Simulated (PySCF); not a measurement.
# F5Ir ([IrF5]2-): the cost of one run

Computed with PySCF 2.14.0 and routines of our own; the level stands in each step. Atoms count from 0.

## Step 1: The system as given

6 atoms, charge -2, states of the metal's open shell are computed; geometry from: model geometry, bond lengths from ionic radii.

## Step 2: Ligand-field states: state-averaged CASSCF in water

The job: settings as JSON, then the geometry in Å.

```
{"job": {"kind": "lf", "basis": {"metal": "x2c-TZVPall", "ligand": "x2c-SVPall"}, "nevpt": true, "solvent": "water"}, "charge": -2, "metal": "Ir", "open_shell": "d6"}
Ir     0.000000     0.000000     0.000000
F      0.000000     0.000000     1.920000
F      0.000000     0.000000    -1.920000
F      1.920000     0.000000     0.000000
F     -0.960000     1.662769     0.000000
F     -0.960000    -1.662769     0.000000
```

Level: state-averaged CASSCF of the metal d shell, SC-NEVPT2 on the averaged canonical orbitals, state-interaction spin-orbit coupling.

Command:

```sh
$ OMP_NUM_THREADS=1 python lf_run.py task.json out
```

This one command runs all jobs of the session in turn.

**Question.** How long does this first job take on 1 thread of Arm Neoverse N1, shared host, and how much memory does it need?

About 40 s, with a peak of 0.4 GiB.
